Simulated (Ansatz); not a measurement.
# CH3F (SMILES CF) at wB97M-V/STO-3G

Aim: the electronic atomisation energy of CH3F at wB97M-V/STO-3G, from 4 runs. 

The results are computed with Ansatz 0.2.0.

55 further runs of the same task are left out: 3 that didn't finish, 52 set aside as unsound or not needed.

## Step 1: The system as given

CH3F: 5 atoms, total charge 0, spin state singlet. SMILES: `CF`. The coordinates come from a PBE0-D4/def2-TZVP relaxation.

Bond lengths: C1–F2 1.376 Å, C1–H3 1.092 Å, C1–H4 1.092 Å, C1–H5 1.092 Å. Angles: F2–C1–H3 109.1°, F2–C1–H4 109.1°, F2–C1–H5 109.1°, H3–C1–H4 109.9°, H3–C1–H5 109.9°, H4–C1–H5 109.9°.

## Step 2: The energy at wB97M-V/STO-3G

in.yaml

```yaml
crystal:
  periodic: [false, false, false]
  atoms:
    - symbol: C
      position_ang: [-0.050700, 0.032900, 0.007800]
    - symbol: F
      position_ang: [1.094100, -0.710500, -0.168600]
    - symbol: H
      position_ang: [-0.918700, -0.626900, -0.058000]
    - symbol: H
      position_ang: [-0.104800, 0.796000, -0.772000]
    - symbol: H
      position_ang: [-0.019800, 0.508500, 0.990700]
basis:
  gaussian: {orbitals: STO-3G}
hamiltonian: {xc: {name: wB97M-V}}
accuracy: high
```

The run is started by

```bash
$ ansatz run in.yaml --threads 1 --pin off --max-ram 2610MiB --events-out events.jsonl --progress --plain --runs-dir runs
```

Standard output:

```text
Warning: RAYON_NUM_THREADS=1 ignored (pool sized by the plan → 1); use --threads N
Functional definition: wB97M-V
  name "wB97M-V"
  parameter omega = 0.3/bohr
  parameter cx = 0.15
  parameter cx01 = 1.007
  parameter cx10 = 0.259
  parameter css00 = 0.443
  parameter css04 = -1.437
  parameter css10 = -4.535
  parameter css20 = -3.390
  parameter css43 = 4.278
  parameter cos00 = 1.000
  parameter cos10 = 1.358
  parameter cos20 = 2.924
  parameter cos21 = -8.812
  parameter cos60 = -1.390
  parameter cos61 = 9.142
  parameter b = 6.0
  parameter c = 0.01
  gx(w, u) = 1 - cx + cx01*u + cx10*w
  gss(w, u) = css00 + css04*u^4 + css10*w + css20*w^2 + css43*w^4*u^3
  gos(w, u) = cos00 + cos10*w + (cos20 + cos21*u)*w^2 + (cos60 + cos61*u)*w^6
  exchange = spin_sum(e_x_unif_sr(omega)*gx(b97_w, b97_u_x)) + cx*exact_x_sr(omega) + exact_x_lr(omega)
  correlation = spin_sum(e_c_pw_mod_same_spin*gss(b97_w, b97_u_same))
      + integral(e_c_pw_mod_opposite_spin*gos(b97_w_opposite, b97_u_opposite)) + vv10(b, c)
206 factors; integrals over basis functions are off by at most 2.5e-8 eV
111 factors; integrals over basis functions are off by at most 4.7e-10 eV
mean field evaluation 1: about -3748.4358 eV, gradient 1.7e1 eV
mean field evaluation 2: about -3749.2585 eV, gradient 9.9e0 eV
mean field evaluation 4: about -3749.5212 eV, gradient 8.1e-2 eV
mean field evaluation 8: about -3749.4930 eV, gradient 1.5e-4 eV
mean field -3749.49303527 eV, -137.7913275484 hartree, gradient 3.3e-8 eV, S^2 0.000000; 0 other end points of the search recorded, 0 dependent functions left out
reference -3749.49303714 eV, -137.7913276171 hartree; 9, 9 occupied and 4, 4 virtual orbitals, 206 factors
Total energy: -3749.49303714 eV, -137.7913276171 hartree
```

It took 11 s on 1 thread of Arm Neoverse V1, shared host; peak memory 0.21 GiB.

## Step 3: The C atom at the same level

job.yaml

```yaml
crystal:
  periodic: [false, false, false]
  atoms:
    - {symbol: C, position_ang: [0.000000, 0.000000, 0.000000]}
basis:
  gaussian:
    orbitals: STO-3G
accuracy: high
magnetization:
  spin_polarized: true
  initial_magnetization: 2
hamiltonian:
  xc: {name: wB97M-V}
```

Run the same way, it converges to -37.34862 Eh (log not shown).

## Step 4: The F atom, same level

job.yaml

```yaml
crystal:
  periodic: [false, false, false]
  atoms:
    - symbol: F
      position_ang: [0.000000, 0.000000, 0.000000]
basis:
  gaussian: {orbitals: STO-3G}
total_charge: 0
magnetization: {spin_polarized: true, initial_magnetization: 1}
hamiltonian: {xc: {name: wB97M-V}}
accuracy: high
```

Run the same way, it converges to -98.28239 Eh (log not shown).

## Step 5: The H atom, same level

input.yaml

```yaml
crystal:
  periodic: [false, false, false]
  atoms:
    - symbol: H
      position_ang: [0.000000, 0.000000, 0.000000]
basis:
  gaussian:
    orbitals: STO-3G
magnetization:
  spin_polarized: true
  initial_magnetization: 1
hamiltonian:
  xc: {name: wB97M-V}
accuracy: high
```

Run the same way, it converges to -0.45654 Eh (log not shown).

## Step 6: Results

Level: wB97M-V/STO-3G.

| quantity | value |
| --- | --- |
| molecule: total energy | -137.79133 Eh |
| C atom: total energy | -37.34862 Eh |
| C atom: ⟨S²⟩ | 2.000 |
| F atom: total energy | -98.28239 Eh |
| F atom: ⟨S²⟩ | 0.750 |
| H atom: total energy | -0.45654 Eh |
| H atom: ⟨S²⟩ | 0.750 |
| electronic atomisation energy | 21.516 eV |

In words: Taking the molecule apart into free atoms costs 21.52 eV (2076 kJ/mol), before zero-point energy and without spin-orbit coupling. In a minimal basis such a difference can be off by several eV, whatever the method.
